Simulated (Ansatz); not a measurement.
# BH₅SSeSi: up Jacob's ladder to CCSD(T)

The task here is to estimate one member of a computed series from the others.

The runs use Ansatz 0.2.0, Gaussian basis; functionals in def2-TZVPP, the program's frozen cores in correlated methods.

The runs, in order: LDA (SPW92), PBE-D4, revPBE-D4, BLYP-D4, r2SCAN-D4, B97M-V, PBE0-D4, B3LYP-D4, r2SCANh-D4, r2SCAN0-D4, HSE06-D4, BHLYP-D4, CAM-B3LYP-D4, LC-ωPBE, ωB97X-V, ωB97M-V, B2PLYP, PBE-QIDH; CCSD(T)/def2-SVP; CCSD(T)/def2-TZVPP; MP2/def2-QZVPP; extrapolation to the limit; RPA on PBE.

### Structure used throughout

The geometry comes from an earlier relaxation with PBE0-D4 in a triple-zeta def2 set; it is a stationary point, not always the lowest conformer.

9 atoms, charge 0, spin multiplicity 1.

Atoms are counted from 1 here; the program's logs count them from 0.

Bond lengths: S1–B2 1.760 Å, S1–H5 1.347 Å, B2–Si3 2.008 Å, B2–H6 1.193 Å, Si3–Se4 2.290 Å, Si3–H7 1.490 Å, Si3–H8 1.489 Å, Se4–H9 1.469 Å. Angles: B2–S1–H5 99.6°, S1–B2–Si3 118.3°, S1–B2–H6 120.0°, Si3–B2–H6 121.8°, B2–Si3–Se4 113.5°, B2–Si3–H7 110.2°, B2–Si3–H8 110.5°, Se4–Si3–H7 110.8°, Se4–Si3–H8 103.7°, H7–Si3–H8 107.9°, Si3–Se4–H9 93.3°.

As a file:

```csv
atom,x (Å),y (Å),z (Å)
S1,-1.8639,0.8522,-0.1184
B2,-0.1329,1.0194,-0.3903
Si3,1.0308,-0.5960,-0.1286
Se4,-0.1213,-2.4452,0.5754
H5,-2.2538,2.1154,-0.3764
H6,0.3202,2.0736,-0.7184
H7,2.1465,-0.2806,0.8067
H8,1.6279,-1.0249,-1.4231
H9,-0.6652,-1.7602,1.7560
```

The first run:

in.yaml reads:

```yaml
crystal:
  periodic: [false, false, false]
  atoms:
    - {symbol: S, position_ang: [-1.863904, 0.852158, -0.118421]}
    - {symbol: B, position_ang: [-0.132899, 1.019351, -0.390259]}
    - {symbol: Si, position_ang: [1.030825, -0.596043, -0.128647]}
    - {symbol: Se, position_ang: [-0.121295, -2.445155, 0.575393]}
    - {symbol: H, position_ang: [-2.253750, 2.115379, -0.376428]}
    - {symbol: H, position_ang: [0.320223, 2.073561, -0.718448]}
    - {symbol: H, position_ang: [2.146456, -0.280559, 0.806746]}
    - {symbol: H, position_ang: [1.627934, -1.024901, -1.423054]}
    - {symbol: H, position_ang: [-0.665191, -1.760190, 1.756016]}
basis:
  gaussian: {orbitals: def2-TZVPP}
hamiltonian: {xc: lda}
output: {orbitals: {seedname: orbitals}}
```

Launch:

```
ansatz run in.yaml --threads 4 --pin off --events-out ev --progress --plain --max-ram 10444MiB
```

Among the steps run: LDA; PBE-D4 (GGA); revPBE-D4 (GGA); BLYP-D4 (GGA); r2SCAN-D4 (meta-GGA); B97M-V (meta-GGA); PBE0-D4 (hybrid); B3LYP-D4 (hybrid); r2SCANh-D4 (hybrid); r2SCAN0-D4 (hybrid); HSE06-D4 (hybrid); BHLYP-D4 (hybrid); CAM-B3LYP-D4 (range-separated); LC-ωPBE (range-separated); ωB97X-V (range-separated); ωB97M-V (range-separated); B2PLYP (double hybrid); PBE-QIDH (double hybrid).

One of the session's tables, all rows but one given; the rest of the session is left out.

It belongs to the step «Orbital energies across the functionals». 

```
  functional  HOMO (eV)  LUMO (eV)  gap (eV)
 LDA (SPW92)      -5.86      -3.06      2.81
      PBE-D4      -5.74      -2.84      2.90
   revPBE-D4      -5.69      -2.75      2.94
     BLYP-D4          ?          ?         ?
   r2SCAN-D4      -6.01      -2.63      3.37
      B97M-V      -6.10      -2.65      3.45
     PBE0-D4      -6.87      -1.95      4.92
    B3LYP-D4      -6.63      -2.10      4.53
  r2SCANh-D4      -6.42      -2.31      4.11
  r2SCAN0-D4      -7.05      -1.84      5.21
    HSE06-D4      -6.48      -2.33      4.14
    BHLYP-D4      -7.85      -0.90      6.96
CAM-B3LYP-D4      -8.14      -0.80      7.33
     LC-ωPBE      -9.50       0.25      9.75
     ωB97X-V      -9.16       0.19      9.35
     ωB97M-V      -9.02       0.02      9.04
```

Estimate the missing values for BLYP-D4.

Worked estimate for «HOMO (eV)». Against the share of exact exchange, B3LYP-D4 (0.2, -6.63), BHLYP-D4 (0.5, -7.85) give a slope of -4.07 per unit share; at 0 the line stands at -5.82.

As computed: HOMO (eV): -5.57; LUMO (eV): -2.64; gap (eV): 2.93. In «HOMO (eV)» the line misses by -0.25.
